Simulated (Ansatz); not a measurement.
# EuS3 (I4/mmm) in Ansatz: reference runs

How does EuS3 come out in PBE? The cell is run as given and disturbed.

Everything below comes from runs of Ansatz 0.2.0. Logs are shortened: lines on timing, memory, paths and dates and some standing lists are left out, and cuts for length are marked.

## Step 1: The crystal as given

The structure is tetragonal, space group I4/mmm (No. 139). The conventional cell has a = 3.916 Å, b = 3.916 Å, c = 10.132 Å, α = 90.00°, β = 90.00°, γ = 90.00°. Eu (site symmetry 4/mmm) is surrounded by 4 S at 2.77 Å. Around S (site symmetry 4/mmm) lie 4 Eu at 2.77 Å. S (site symmetry -4m2) is surrounded by 4 S at 2.77 Å.

The cell comes from a database or a generator and needn't be the stable form of this composition.

## Step 2: Single point, PBE, collinear spin, ferromagnetic start

File input.yaml:

```yaml
crystal:
  lattice:
    - [-1.958231, 1.958231, 5.066036]
    - [1.958231, -1.958231, 5.066036]
    - [1.958231, 1.958231, -5.066036]
  atoms:
    - { symbol: Eu, position: [0.0, 0.0, 0.0], spin: 7.0 }
    - { symbol: S, position: [0.5, 0.5, 0.0] }
    - { symbol: S, position: [0.25, 0.75, 0.5] }
    - { symbol: S, position: [0.75, 0.25, 0.5] }
hamiltonian:
  xc: pbe
  pseudopotentials: { kind: paw }
magnetization:
  spin_polarized: true
kpoints:
  mp_grid: { grid: [10, 10, 10] }
scf:
  occupations: { method: fermi_dirac, width: 0.05 }
output:
  forces: true
  stress: true
  eigenvalues: true
  write_density: true
  write_potential: true
  elf: true
  volumetric_format: npy
```

Potentials or basis: Ansatz PAW.

Run with:

```
ansatz run input.yaml --threads 2 --pin off --max-ram 5120MiB --backend cpu --events-out ev --progress --plain --runs-dir out
```

What it wrote:

```text
Warning: RAYON_NUM_THREADS=2 ignored (pool sized by the plan → 2); use --threads N
Engine: ansatz 0.2.0, x86_64-unknown-linux-gnu
Pseudopotentials: kind: paw
Pseudopotential: Eu, paw, valence charge 17, recommended cutoff 420 eV (normal), Eu.paw.azcp
Pseudopotential: S, paw, valence charge 6, recommended cutoff 420 eV (normal), S.paw.azcp
Functional definition: PBE
  parameter kappa = 0.804
  parameter beta = 0.06672455060314922
  exchange = pbe_x(kappa = kappa, mu = beta*pi^2/3)
  correlation = pbe_c(beta = beta)
Crystal: 4 atoms, lattice volume = 77.706 Å³
Basis set: ecut = 420 eV, 1549 PW (Γ), exchange–correlation on 80×80×80 points (8 copies of the dense FFT grid, shifted against one another)
Bands: 26, of which v1, the nominal top of the filled ones, is band 18 counted from 1 (17 counted from 0)
Symmetry: 16 space group operations
Space group: I4/mmm (ITA 139), of the structure as read, at distance tolerance 4.3e-5 Å
Magnetic group: BNS 139.531 (UNI 1191), of the structure as read, at distance tolerance 4.3e-5 Å
k-points: 102 of 1000
Non-local potential: Eu, projectors of the file, l = 0: 3, l = 1: 2, l = 2: 2, l = 3: 3
Non-local potential: S, projectors of the file, l = 0: 2, l = 1: 2, l = 2: 2
PAW form: soft (Blöchl's): semilocal exchange-correlation on the pseudo side does not see the compensation charge
PAW one-centre angular grid: Eu, 590 points (default); XC on 64 Gauss nodes
PAW one-centre angular grid: S, 110 points (default); XC on 64 Gauss nodes
Initial density: superposition of atomic densities (chi_scale 0.1, normalization cell)
Starting moments: Σ|m| = 7 μB on 1 of 4 sites
Initial wavefunctions: pseudopotential atomic-orbital guess
Functional: x = pbe(κ = 0.804, μ = 0.2195149727645171), c = pbe(β = 0.06672455060314922)
SCF iter   1: F=—  HF=-11475.494722 eV  |F-HF|=—  |Δ(HF+E_count)|=         —  Δρ=2.52e-2 (↑2.48e-2 ↓2.52e-2)  dr2=2.57e0  dr2_m=1.91e-1  M=6.287 μB ∫|m|=6.704 μB  β_m=0.30  ethr=3.10e-3  ⟨swp⟩=6.1  Hψ=24502  notcnv=0
Mixer restart at iter 1: flushing history
preconditioner: auto → Kerker (q_TF=auto, 2.389 Å⁻¹)  [metal: Δε(μ)=0.003 eV  Ē_g=10.667 eV  σ=0.050 eV  W_gap=0.02  n_scr=14 (ndim 8)  ℏωp=24.2 eV  f_vac=0.000  D(μ)=5.66/eV (n_scr^D=60)]
spin=Collinear: Kerker preconditioning applied to the charge; magnetization (m = ρ↑ − ρ↓) channel mixes plain (no charge-response kernel on spin).
SCF iter   2: F=—  HF=-11475.356297 eV  |F-HF|=—  |Δ(HF+E_count)|=   1.38e-1  Δρ=1.69e-2 (↑1.62e-2 ↓1.69e-2)  dr2=1.04e0  dr2_m=9.12e-2  M=6.234 μB ∫|m|=6.737 μB  β_m=0.54  ethr=3.10e-3  ⟨swp⟩=1.7  Hψ=7845  notcnv=0  defer=190
SCF iter   3: F=—  HF=-11475.383109 eV  |F-HF|=—  |Δ(HF+E_count)|=   2.68e-2  Δρ=8.21e-3 (↑8.21e-3 ↓4.34e-3)  dr2=1.14e-1  dr2_m=1.43e-2  M=6.160 μB ∫|m|=6.854 μB  β_m=0.69  ethr=2.97e-3  ⟨swp⟩=2.6  Hψ=8696  notcnv=0  defer=263
SCF iter   4: F=—  HF=-11475.433734 eV  |F-HF|=—  |Δ(HF+E_count)|=         —  Δρ=2.00e-3 (↑2.00e-3 ↓1.83e-3)  dr2=2.97e-2  dr2_m=6.59e-4  M=6.106 μB ∫|m|=6.920 μB  β_m=0.69  ethr=3.26e-4  ⟨swp⟩=3.1  Hψ=11792  notcnv=0  defer=247
Mixer restart at iter 4: flushing history
SCF iter   5: F=—  HF=-11475.430173 eV  |F-HF|=—  |Δ(HF+E_count)|=   3.56e-3  Δρ=3.45e-3 (↑3.45e-3 ↓1.11e-3)  dr2=2.83e-2  dr2_m=1.72e-3  M=6.113 μB ∫|m|=6.952 μB  β_m=0.76  ethr=8.49e-5  ⟨swp⟩=2.0  Hψ=7418  notcnv=0  defer=247
SCF iter   6: F=—  HF=-11475.433870 eV  |F-HF|=—  |Δ(HF+E_count)|=   3.70e-3  Δρ=1.05e-3 (↑1.05e-3 ↓8.54e-4)  dr2=6.98e-3  dr2_m=1.27e-4  M=6.104 μB ∫|m|=6.954 μB  β_m=0.79  ethr=8.09e-5  ⟨swp⟩=2.7  Hψ=10334  notcnv=0  defer=247
SCF iter   7: F=—  HF=-11475.431435 eV  |F-HF|=—  |Δ(HF+E_count)|=   2.44e-3  Δρ=6.34e-4 (↑6.34e-4 ↓3.17e-4)  dr2=5.02e-4  dr2_m=6.03e-5  M=6.103 μB ∫|m|=6.973 μB  β_m=0.89  ethr=2.00e-5  ⟨swp⟩=2.1  Hψ=11008  notcnv=0  defer=246
SCF iter   8: F=—  HF=-11475.432282 eV  |F-HF|=—  |Δ(HF+E_count)|=   8.47e-4  Δρ=2.31e-4 (↑2.31e-4 ↓1.20e-4)  dr2=8.23e-5  dr2_m=7.54e-6  M=6.100 μB ∫|m|=6.963 μB  β_m=0.95  ethr=1.43e-6  ⟨swp⟩=2.0  Hψ=9785  notcnv=0  defer=245
SCF iter   9: F=—  HF=-11475.432559 eV  |F-HF|=—  |Δ(HF+E_count)|=   2.77e-4  Δρ=8.79e-5 (↑8.79e-5 ↓4.20e-5)  dr2=1.66e-5  dr2_m=1.14e-6  M=6.098 μB ∫|m|=6.963 μB  β_m=0.97  ethr=2.35e-7  ⟨swp⟩=2.0  Hψ=8828  notcnv=0  defer=244
SCF iter  10: F=—  HF=-11475.432560 eV  |F-HF|=—  |Δ(HF+E_count)|=   1.25e-6  Δρ=3.37e-5 (↑3.37e-5 ↓1.98e-5)  dr2=2.65e-6  dr2_m=1.37e-7  M=6.097 μB ∫|m|=6.963 μB  β_m=0.99  ethr=4.75e-8  ⟨swp⟩=2.0  Hψ=8718  notcnv=0  defer=243
SCF iter  11: F=—  HF=-11475.432562 eV  |F-HF|=—  |Δ(HF+E_count)|=   2.17e-6  Δρ=1.02e-5 (↑1.02e-5 ↓8.13e-6)  dr2=4.61e-7  dr2_m=4.16e-9  M=6.098 μB ∫|m|=6.963 μB  β_m=0.99  ethr=7.57e-9  ⟨swp⟩=2.0  Hψ=8745  notcnv=0  defer=243
SCF iter  12: F=—  HF=-11475.432563 eV  |F-HF|=—  |Δ(HF+E_count)|=   8.39e-8  Δρ=1.84e-6 (↑1.84e-6 ↓1.67e-6)  dr2=1.07e-8  dr2_m=1.66e-10  M=6.098 μB ∫|m|=6.963 μB  β_m=1.00  ethr=1.32e-9  ⟨swp⟩=2.1  Hψ=7826  notcnv=0  defer=243
SCF iter  13: F=-11475.432563 eV  HF=-11475.432563 eV  |F-HF|=1.34e-8  |Δ(HF+E_count)|=   1.02e-8  Δρ=2.40e-6 (↑2.40e-6 ↓1.15e-6)  dr2=1.51e-8  dr2_m=6.21e-10  M=6.098 μB ∫|m|=6.963 μB  ethr=3.05e-11  ⟨swp⟩=10.2  Hψ=35405  notcnv=0
SCF 1 converged in 13 iterations: F = -11475.432563 eV  dr2 = 1.51e-8
SCF converged after 13 iterations
Magnetization: 6.0976 μB (20.5488 up, 14.4512 down)
Absolute magnetization: 6.9626 μB (∫|ρ↑−ρ↓|, with the PAW one-centre terms)
Spin contamination: 0.3693 ħ² per cell (⟨S²⟩ above its minimum at these occupations)
Per-site moments (μB) at R_I (Å): [(6.390545417069956, 1.1423596958645141), (-0.21286941921662947, 1.1423596958645141), (-0.08948608286150787, 1.1423596958645141), (-0.0894860828615079, 1.1423596958645141)]
Free energy (F): -11475.432563 eV
Harris-Foulkes:  -11475.432563 eV  (|F-HF|=1.34e-8)
Internal energy: -11475.403411 eV  (E = F + TS)
E sigma→0 (E₀):  -11475.417987 eV
Entropy (-TS):   -0.029152 eV (-7.288 meV/atom)
Fermi energy:    10.035516 eV
--- Per-component energies (eV) ---
  E_band       = 43.381380
  E_kinetic    = 676.651777
  E_local      = -2212.615527  (includes V_loc(G=0)·N_el)
  E_nonlocal   = 540.713809
  E_hartree    = 865.528278
  E_xc         = -472.590365
  E_vxc        = -470.446137  (∫ρ·V_xc dr)
  E_paw        = -8177.918700  (= ΣΔE_a)
  E_vpaw       = -221.981610  (= ΣTr[D̂ρ^β])
  E_aug_tail   = 0.000005  (compensation charges beyond the density's cutoff)
  E_ewald      = -2695.172688
  E_smearing   = -0.029152  (= −TS)
  E_closure    = -0.000000  (closes the sum)
  Σ components = -11475.432563   (vs F -11475.432563, Δ=0.00e0)
--- Forces (eV/Å), atoms counted from 1 ---
  atom   1  Eu     0.00000000     0.00000000    -0.00000000
  atom   2  S      0.00000000    -0.00000000    -0.00000000
  atom   3  S      0.00000000     0.00000000     0.00000000
  atom   4  S     -0.00000000     0.00000000    -0.00000000
  max |Σ_I F_I| component: 5.45e-29 eV/Å
--- Stress (GPa, compression-positive) ---
        0.400960       0.000000      -0.000000
        0.000000       0.400960       0.000000
       -0.000000       0.000000       1.245967
  P = ⅓ Tr σ = 0.6826 GPa (6.826 kbar)
--- Band table (eV; the first three rows and the last of 204) ---
  k-point 0 ↑: bands = ["-30.9405", "-9.6338", "-9.5372", "-9.5372", "-4.5186", "-1.7008", "-0.1457", "5.1537", "5.8838", "5.8838", "8.0521", "8.0792", "8.0792", "9.4129", "9.5103", "9.5669", "9.5669", "9.5736", "10.1987", "10.1987", "10.6880", "11.7386", "11.7386", "13.1707", "13.4042", "14.0510"]
  k-point 1 ↑: bands = ["-30.9382", "-9.6276", "-9.5856", "-9.5611", "-4.3468", "-1.5899", "-0.4403", "5.0470", "5.8795", "6.4641", "7.4291", "7.5294", "8.6662", "9.4434", "9.5056", "9.5455", "9.5537", "9.5792", "9.8848", "10.3421", "10.6615", "10.7283", "11.8176", "13.2525", "13.8231", "14.8054"]
  k-point 2 ↑: bands = ["-30.9322", "-9.6859", "-9.6233", "-9.6117", "-3.8768", "-1.4109", "-1.0599", "4.7680", "5.9659", "6.6700", "6.9482", "7.9126", "8.5656", "8.9950", "9.4758", "9.4930", "9.5221", "9.5999", "9.6396", "9.6703", "10.6003", "10.6673", "12.0298", "13.8001", "14.2484", "14.3571"]
  k-point 101 ↓: bands = ["-28.0486", "-7.7161", "-7.4091", "-7.4091", "-3.8945", "-2.5329", "-0.3067", "5.9063", "5.9063", "6.3588", "8.3835", "8.7721", "8.7721", "9.0787", "11.4013", "11.4013", "11.4359", "13.6935", "13.7266", "13.7266", "14.1265", "14.1837", "14.2165", "14.2165", "14.2426", "14.3180"]
```

Wall time 53 s (2 threads of Intel Xeon at 2.50GHz (Skylake/Cascade Lake), shared host); peak memory 0.67 GiB.

What came out:

- Free energy: -11475.4326 eV
- Pressure: 0.7 GPa
- Band gap on the k mesh: none (metal or under the smearing width)
- Net moment: 6.10 μB per cell
- Absolute moment: 6.96 μB per cell
- Site moments: Eu +6.39; S -0.21, -0.09 μB

Levels at points of the mesh, in eV from the Fermi level:
Spin up:
```
              k point  band 16  band 17  band 18  band 19  band 20  band 21  band 22  band 23  band 24  band 25
   (0.00, 0.00, 0.00)    -0.47    -0.47    -0.46     0.16     0.16     0.65     1.70     1.70     3.14     3.37
  (0.00, 0.00, -0.50)    -0.51    -0.50    -0.43    -0.24    -0.17     0.71     2.58     2.67     3.12     3.86
  (0.00, -0.50, 0.00)    -0.57    -0.54    -0.50    -0.45    -0.41    -0.35    -0.24     0.61     4.74     4.85
(-0.50, -0.50, -0.50)    -0.39    -0.39    -0.29     0.11     0.36     0.36     0.87     1.37     1.37     3.22
```
Spin down:
| k point | band 12 | band 13 | band 14 | band 15 | band 16 | band 17 |
| --- | --- | --- | --- | --- | --- | --- |
| (0.00, 0.00, 0.00) | -1.68 | -1.68 | 0.26 | 1.60 | 1.60 | 3.52 |
| (0.00, 0.00, -0.50) | -1.91 | -1.37 | -0.19 | 2.53 | 2.54 | 3.71 |
| (0.00, -0.50, 0.00) | -2.18 | -2.10 | -1.79 | -1.73 | 0.40 | 3.78 |
| (-0.50, -0.50, -0.50) | -1.26 | -1.26 | -0.96 | 1.37 | 1.37 | 1.40 |

Caveat: spin-orbit coupling is left out, which moves the levels of the heavy elements; a cell with one magnetic atom can't hold antiferromagnetic order, which such compounds often take; without U or exact exchange the open f shell lies at the Fermi level, which spoils levels, moments and volumes.

## Step 3: Single point, PBE, collinear spin, ferromagnetic start (atoms moved at random, drawn with an rms of 0.05 Å)

input.yaml: that of step 2 with these lines changed.

```diff
@@ -6,6 +6,6 @@
   atoms:
-    - { symbol: Eu, position: [0.0, 0.0, 0.0], spin: 7.0 }
-    - { symbol: S, position: [0.5, 0.5, 0.0] }
-    - { symbol: S, position: [0.25, 0.75, 0.5] }
-    - { symbol: S, position: [0.75, 0.25, 0.5] }
+    - { symbol: Eu, position: [-0.003528, -0.003337, -0.003025], spin: 7.0 }
+    - { symbol: S, position: [0.51208, 0.5031, 0.011249] }
+    - { symbol: S, position: [0.237204, 0.744691, 0.482217] }
+    - { symbol: S, position: [0.731019, 0.243979, 0.484508] }
 hamiltonian:
```

Potentials or basis: Ansatz PAW.

Run with:

```
ansatz run input.yaml --threads 2 --pin off --max-ram 5120MiB --backend cpu --events-out ev --progress --plain --runs-dir out
```

What it wrote:

```text
Warning: RAYON_NUM_THREADS=2 ignored (pool sized by the plan → 2); use --threads N
[... 9 set-up lines as earlier in the session ...]
Crystal: 4 atoms, lattice volume = 77.706 Å³
Basis set: ecut = 420 eV, 1549 PW (Γ), exchange–correlation on 80×80×80 points (8 copies of the dense FFT grid, shifted against one another)
Bands: 26, of which v1, the nominal top of the filled ones, is band 18 counted from 1 (17 counted from 0)
Symmetry: 1 space group operations
Space group: P1 (ITA 1), of the structure as read, at distance tolerance 4.3e-5 Å
Magnetic group: BNS 1.1 (UNI 1), of the structure as read, at distance tolerance 4.3e-5 Å
k-points: 504 of 1000 (time reversal used)
[... 4 set-up lines as earlier in the session ...]
[... 32 lines left out ...]
E sigma→0 (E₀):  -11475.401564 eV
Entropy (-TS):   -0.028945 eV (-7.236 meV/atom)
Fermi energy:    10.041118 eV
--- Per-component energies (eV) ---
  E_band       = 43.423391
  E_kinetic    = 676.727116
  E_local      = -2213.573393  (includes V_loc(G=0)·N_el)
  E_nonlocal   = 540.751624
  E_hartree    = 866.003237
  E_xc         = -472.610978
  E_vxc        = -470.473642  (∫ρ·V_xc dr)
  E_paw        = -8177.936797  (= ΣΔE_a)
  E_vpaw       = -222.004662  (= ΣTr[D̂ρ^β])
  E_aug_tail   = 0.000005  (compensation charges beyond the density's cutoff)
  E_ewald      = -2694.747906
  E_smearing   = -0.028945  (= −TS)
  E_closure    = 0.000000  (closes the sum)
  Σ components = -11475.416036   (vs F -11475.416036, Δ=0.00e0)
--- Forces (eV/Å), atoms counted from 1 ---
  atom   1  Eu     0.05903518     0.26040485    -0.01460553
  atom   2  S     -0.07108242    -0.33860179    -0.17141721
  atom   3  S      0.03643048     0.03509859    -0.00964851
  atom   4  S     -0.02438308     0.04309949     0.19567097
  max |Σ_I F_I| component: 1.14e-6 eV/Å
--- Stress (GPa, compression-positive) ---
        0.658031       0.029405      -0.024067
        0.029405       0.437650      -0.024011
       -0.024067      -0.024011       1.295095
  P = ⅓ Tr σ = 0.7969 GPa (7.969 kbar)
--- Band table (eV; the first three rows and the last of 1008) ---
  k-point 0 ↑: bands = ["-30.9366", "-9.6310", "-9.5372", "-9.5336", "-4.5212", "-1.7006", "-0.1486", "5.1468", "5.8825", "5.8902", "7.8891", "8.0649", "8.2507", "9.4189", "9.5156", "9.5698", "9.5745", "9.5790", "10.1931", "10.2155", "10.6932", "11.7053", "11.7552", "13.1581", "13.4267", "14.0633"]
  k-point 1 ↑: bands = ["-30.9342", "-9.6248", "-9.5850", "-9.5581", "-4.3494", "-1.5900", "-0.4426", "5.0414", "5.8796", "6.4660", "7.3754", "7.5631", "8.6820", "9.4492", "9.5108", "9.5491", "9.5603", "9.5847", "9.8888", "10.3482", "10.6520", "10.7441", "11.8126", "13.2415", "13.8374", "14.7938"]
  k-point 2 ↑: bands = ["-30.9283", "-9.6856", "-9.6205", "-9.6086", "-3.8795", "-1.4115", "-1.0612", "4.7651", "5.9618", "6.6562", "6.9519", "7.9144", "8.5670", "9.0036", "9.4814", "9.4984", "9.5275", "9.6056", "9.6419", "9.6788", "10.6042", "10.6752", "12.0228", "13.7868", "14.2628", "14.3582"]
  k-point 503 ↓: bands = ["-28.0446", "-7.7141", "-7.4105", "-7.4051", "-3.8948", "-2.5324", "-0.3074", "5.9010", "5.9134", "6.3636", "8.3752", "8.7500", "8.7684", "9.0728", "11.3473", "11.4402", "11.4563", "13.6701", "13.7095", "13.8008", "14.1266", "14.1907", "14.2161", "14.2290", "14.2450", "14.3277"]
```

v_z.tsv:

```text
# z_ang	v_es[eV]	v_tot_up[eV]	v_tot_dn[eV]
# format = ansatz-planar-average/11
# xc	pbe
# density_cutoff_ev	1680
# datasets	Eu=:simpson_from_first_knot:soft	S=:simpson_from_first_knot:soft
# lattice	-1.958231000	1.958231000	5.066036000
# lattice	1.958231000	-1.958231000	5.066036000
# lattice	1.958231000	1.958231000	-5.066036000
# sites	4
# site	63	-0.005549627	-0.006297671	-0.019453578
# site	16	0.004443226	0.039613055	5.085950588
# site	16	1.938069054	-0.049484497	2.531386736
# site	16	-0.004958241	1.902515412	2.484839998
0.000000	3.607767e0	-7.458695e0	-7.319417e0
0.144339	3.616598e0	-7.434566e0	-7.303126e0
0.288678	3.698421e0	-7.329817e0	-7.210183e0
0.433017	3.846600e0	-7.179121e0	-7.068306e0
0.577357	4.053153e0	-6.987366e0	-6.881948e0
0.721696	4.309270e0	-6.744691e0	-6.644919e0
[... 32 lines left out ...]
5.484887	3.823245e0	-7.134251e0	-7.004555e0
5.629226	3.676231e0	-7.361205e0	-7.223346e0
```

It took 6.5 min on 2 threads of Intel Xeon at 2.50GHz (Skylake/Cascade Lake), shared host; peak memory 1.6 GiB.

What came out:

| Item | Value |
| --- | --- |
| Free energy | -11475.4160 eV |
| Pressure | 0.8 GPa |
| Largest force | 0.386 eV/Å |
| Band gap on the k mesh | none (metal or under the smearing width) |
| Net moment | 6.10 μB per cell |
| Absolute moment | 6.96 μB per cell |
| Site moments | Eu +6.38; S -0.21, -0.09 μB |

Forces in eV/Å, atoms in the order of the input:
```
Eu   0.059  0.260 -0.015
S   -0.071 -0.339 -0.171
S    0.036  0.035 -0.010
S   -0.024  0.043  0.196
```

Stress tensor (GPa, compression positive):
```
 0.66  0.03 -0.02
 0.03  0.44 -0.02
-0.02 -0.02  1.30
```

Levels at points of the mesh, in eV from the Fermi level:
Spin up:
```csv
k point,band 17,band 18,band 19,band 20,band 21,band 22,band 23,band 24
"(0.00, 0.00, 0.00)",-0.47,-0.46,0.15,0.17,0.65,1.66,1.71,3.12
"(0.00, 0.00, -0.50)",-0.50,-0.43,-0.24,-0.17,0.70,2.56,2.66,3.12
"(0.00, -0.50, 0.00)",-0.54,-0.50,-0.45,-0.41,-0.35,-0.25,0.59,4.74
"(0.00, -0.50, -0.50)",-0.54,-0.51,-0.45,-0.41,-0.36,-0.23,0.65,4.72
"(-0.50, 0.00, 0.00)",-0.54,-0.51,-0.45,-0.41,-0.36,-0.23,0.64,4.72
"(-0.50, 0.00, -0.50)",-0.54,-0.50,-0.45,-0.41,-0.34,-0.25,0.57,4.74
"(-0.50, -0.50, 0.00)",-0.50,-0.43,-0.24,-0.18,0.70,2.56,2.66,3.12
"(-0.50, -0.50, -0.50)",-0.39,-0.29,0.10,0.32,0.35,0.91,1.29,1.42
```
Spin down:
| k point | band 12 | band 13 | band 14 | band 15 | band 16 | band 17 |
| --- | --- | --- | --- | --- | --- | --- |
| (0.00, 0.00, 0.00) | -1.71 | -1.56 | 0.27 | 1.55 | 1.62 | 3.49 |
| (0.00, 0.00, -0.50) | -1.90 | -1.36 | -0.20 | 2.51 | 2.53 | 3.71 |
| (0.00, -0.50, 0.00) | -2.17 | -2.11 | -1.80 | -1.71 | 0.39 | 3.78 |
| (0.00, -0.50, -0.50) | -2.26 | -2.08 | -1.76 | -1.72 | 0.44 | 3.78 |
| (-0.50, 0.00, 0.00) | -2.27 | -2.13 | -1.76 | -1.68 | 0.44 | 3.78 |
| (-0.50, 0.00, -0.50) | -2.10 | -2.04 | -1.84 | -1.76 | 0.37 | 3.78 |
| (-0.50, -0.50, 0.00) | -1.90 | -1.37 | -0.20 | 2.50 | 2.53 | 3.71 |
| (-0.50, -0.50, -0.50) | -1.29 | -1.27 | -0.97 | 1.31 | 1.40 | 1.42 |

Caveat: spin-orbit coupling is left out, which moves the levels of the heavy elements; a cell with one magnetic atom can't hold antiferromagnetic order, which such compounds often take; without U or exact exchange the open f shell lies at the Fermi level, which spoils levels, moments and volumes.
